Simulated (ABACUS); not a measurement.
Write the native input for ABACUS 3.10.1 that does the following.

| Item | Value |
| --- | --- |
| Task | band structure |
| Functional | PW91 |
| Potentials or basis | Ansatz NC PBE |
| Cutoff | 1252 eV |
| Density cutoff | 5007 eV |
| Basis | plane waves |
| Occupations | fermi-dirac, width 0.05 eV |
| Spin | no spin polarisation |
| Radial cutoff of the potentials (pseudo_rcut) | 7 bohr |
| Threshold of the eigensolver | 1e-07 Ry |
| Density | read from an earlier self-consistent run |
| Path | X-G-Y, L-G-Z, N-G-M, R-G |
| Points for each segment of the path | 6 |
| SCF threshold on the density | 1e-08 |
| Max SCF steps | 100 |
| Eigensolver | dav |
| Mixing | broyden |
| Mixing share | 0.7 |
| Symmetry key | -1 |
| Bands | 59 |

HPbNO4:

```
Pb O N H
1.0
     4.12042    0.00000    0.00000
    -0.00263    6.42744    0.00000
    -0.00358   -3.15584    7.72297
Pb O N H
2 8 2 2
Direct
  0.39455 0.98412 0.29275
  0.89489 0.01599 0.70734
  0.90829 0.12765 0.45631
  0.53792 0.41427 0.80503
  0.53483 0.78119 0.89398
  0.83718 0.58441 0.67328
  0.40817 0.87244 0.54376
  0.03774 0.58556 0.19480
  0.03429 0.21866 0.10603
  0.33716 0.41569 0.32670
  0.63409 0.59280 0.79270
  0.13386 0.40713 0.20725
  0.90366 0.29328 0.51149
  0.40337 0.70681 0.48858
```

The cell was built by a generator and needn't be a form met in nature.

These files were run (other wordings do the same):

INPUT

```
INPUT_PARAMETERS
suffix              HPbNO4
calculation         nscf
basis_type          pw
pseudo_dir          ./
symmetry            -1
dft_functional      GGA_X_PW91+GGA_C_PW91
ecutwfc             92.0
pseudo_rcut         7
nspin               1
nbands              59
ks_solver           dav
smearing_method     fd
smearing_sigma      0.00367493
scf_thr             1e-08
scf_nmax            100
mixing_type         broyden
mixing_beta         0.7
init_chg            file
pw_diag_thr         1e-07
out_band            1
kpar                8
```

STRU

```
ATOMIC_SPECIES
Pb 207.2000 Pb.upf
O 15.9990 O.upf
N 14.0070 N.upf
H 1.0080 H.upf

LATTICE_CONSTANT
1.8897261246

LATTICE_VECTORS
4.1204153000 0.0000000000 0.0000000000
-0.0026308145 6.4274442316 0.0000000000
-0.0035829541 -3.1558424968 7.7229677212

ATOMIC_POSITIONS
Direct

Pb
0.0
2
0.3945500000 0.9841200000 0.2927500000 1 1 1
0.8948900000 0.0159900000 0.7073400000 1 1 1

O
0.0
8
0.9082900000 0.1276500000 0.4563100000 1 1 1
0.5379200000 0.4142700000 0.8050300000 1 1 1
0.5348300000 0.7811900000 0.8939800000 1 1 1
0.8371800000 0.5844100000 0.6732800000 1 1 1
0.4081700000 0.8724400000 0.5437600000 1 1 1
0.0377400000 0.5855600000 0.1948000000 1 1 1
0.0342900000 0.2186600000 0.1060300000 1 1 1
0.3371600000 0.4156900000 0.3267000000 1 1 1

N
0.0
2
0.6340900000 0.5928000000 0.7927000000 1 1 1
0.1338600000 0.4071300000 0.2072500000 1 1 1

H
0.0
2
0.9036600000 0.2932800000 0.5114900000 1 1 1
0.4033700000 0.7068100000 0.4885800000 1 1 1
```

KPT

```
K_POINTS
11
Line
0.00000000 -0.50000000 0.00000000 6 // X
0.00000000 0.00000000 0.00000000 6 // G
0.50000000 0.00000000 0.00000000 1 // Y
0.50000000 -0.50000000 0.00000000 6 // L
0.00000000 0.00000000 0.00000000 6 // G
-0.50000000 0.00000000 0.50000000 1 // Z
-0.50000000 -0.50000000 0.50000000 6 // N
0.00000000 0.00000000 0.00000000 6 // G
0.00000000 0.00000000 0.50000000 1 // M
0.00000000 -0.50000000 0.50000000 6 // R
0.00000000 0.00000000 0.00000000 1 // G
```

Potentials or basis: Ansatz NC PBE, plane waves.

Run with:

```console
$ OMP_NUM_THREADS=1 mpirun -np 8 abacus > log
```

Results of the run:

```
Band gap along the path : 3.30 eV, indirect (least direct gap 3.37 eV)
```

Caveat: the density is read from an earlier self-consistent run, whose mesh may be coarse; spin-orbit coupling is left out, which moves the levels of the heavy elements.

It took 61 s on 8 MPI ranks on Intel(R) Xeon(R) Platinum 8488C (Sapphire Rapids) (shared host), peak memory 4.5 GiB a rank.
